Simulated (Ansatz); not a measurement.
**C₂H₁₁BOSi: small, medium and large basis sets**

The task here is to estimate one member of a computed series from the others.

Computed with Ansatz 0.2.0, Gaussian basis. Level: one geometry, several basis sets.

The runs, in order: PBE0-D4/def2-SVP; ωB97M-V/def2-SVP; PBE0-D4/def2-QZVPP; ωB97M-V/def2-QZVPP; the functionals' def2-TZVPP values are taken from earlier runs.

### Structure used throughout

An earlier PBE0-D4 in a triple-zeta def2 set relaxation fixed the geometry.

SMILES `C[BH-](C)[OH+][SiH3]`, 16 atoms, charge 0, spin multiplicity 1.

Atoms are counted from 1 here; the program's logs count them from 0.

Bond lengths: C1–B2 1.589 Å, C1–H6 1.094 Å, C1–H7 1.097 Å, C1–H8 1.096 Å, B2–C3 1.595 Å, B2–O4 1.716 Å, B2–H9 1.229 Å, C3–H10 1.095 Å, C3–H11 1.096 Å, C3–H12 1.099 Å, O4–Si5 1.696 Å, O4–H13 0.962 Å, Si5–H14 1.477 Å, Si5–H15 1.473 Å, Si5–H16 1.488 Å. Angles: B2–C1–H6 113.3°, B2–C1–H7 112.7°, B2–C1–H8 109.5°, H6–C1–H7 107.7°, H6–C1–H8 106.7°, H7–C1–H8 106.5°, C1–B2–C3 118.2°, C1–B2–O4 105.7°, C1–B2–H9 114.3°, C3–B2–O4 104.6°, C3–B2–H9 113.9°, O4–B2–H9 96.7°, B2–C3–H10 109.5°, B2–C3–H11 114.1°, B2–C3–H12 112.6°, H10–C3–H11 106.3°, H10–C3–H12 105.9°, H11–C3–H12 107.9° and more.

Coordinates:

```
C     1.3306    1.4275    0.2031
B     0.5766    0.0312    0.1189
C     1.0178   -0.9966   -1.0185
O    -1.0571    0.4072   -0.2465
Si   -2.0468   -0.4274    0.8492
H     0.8794    2.1213    0.9189
H     1.3857    1.9369   -0.7666
H     2.3643    1.2665    0.5287
H     0.3629   -0.4941    1.2098
H     2.0401   -1.3385   -0.8264
H     0.3967   -1.8980   -1.0725
H     1.0364   -0.5389   -2.0170
H    -1.2550    0.3527   -1.1863
H    -1.7332   -1.8709    0.8737
H    -1.9001    0.2281    2.1602
H    -3.4213   -0.2295    0.3156
```

The first run:

in.yaml

```yaml
crystal:
  periodic: [false, false, false]
  atoms:
    - {symbol: C, position_ang: [1.330555, 1.427531, 0.203103]}
    - {symbol: B, position_ang: [0.576552, 0.031151, 0.118914]}
    - {symbol: C, position_ang: [1.017789, -0.996568, -1.018486]}
    - {symbol: O, position_ang: [-1.057087, 0.407226, -0.246546]}
    - {symbol: Si, position_ang: [-2.046754, -0.427449, 0.849202]}
    - {symbol: H, position_ang: [0.879383, 2.121326, 0.918869]}
    - {symbol: H, position_ang: [1.385721, 1.936891, -0.766595]}
    - {symbol: H, position_ang: [2.364334, 1.266542, 0.528701]}
    - {symbol: H, position_ang: [0.362900, -0.494139, 1.209816]}
    - {symbol: H, position_ang: [2.040148, -1.338513, -0.826398]}
    - {symbol: H, position_ang: [0.396716, -1.897967, -1.072484]}
    - {symbol: H, position_ang: [1.036437, -0.538930, -2.017001]}
    - {symbol: H, position_ang: [-1.255006, 0.352655, -1.186267]}
    - {symbol: H, position_ang: [-1.733224, -1.870877, 0.873669]}
    - {symbol: H, position_ang: [-1.900051, 0.228097, 2.160219]}
    - {symbol: H, position_ang: [-3.421314, -0.229474, 0.315584]}
basis:
  gaussian: {orbitals: def2-SVP}
hamiltonian: {xc: pbe0, dispersion: d4}
output: {orbitals: {seedname: orbitals}}
```

On the command line:

```
$ ansatz run in.yaml --threads 4 --pin off --events-out ev --progress --plain --max-ram 11315MiB
```

Steps of the session up to this table: PBE0-D4 in def2-SVP; ωB97M-V in def2-SVP; PBE0-D4 in def2-QZVPP; ωB97M-V in def2-QZVPP.

One table of the session follows, with a row left open; its other results are not shown here.

It belongs to the step «Density functionals: the series». 

| functional | basis | HOMO (eV) |
| --- | --- | --- |
| PBE0-D4 | def2-SVP | -7.70 |
| PBE0-D4 | def2-TZVPP | -7.82 |
| PBE0-D4 | def2-QZVPP | ? |
| ωB97M-V | def2-SVP | -9.96 |
| ωB97M-V | def2-TZVPP | -10.11 |
| ωB97M-V | def2-QZVPP | -10.12 |

**Question.** Estimate the row for PBE0-D4, def2-QZVPP.

**Answer.** HOMO (eV): -7.83. In the column «HOMO (eV)» it lies between ωB97M-V, def2-SVP (-9.96) and PBE0-D4, def2-TZVPP (-7.82).
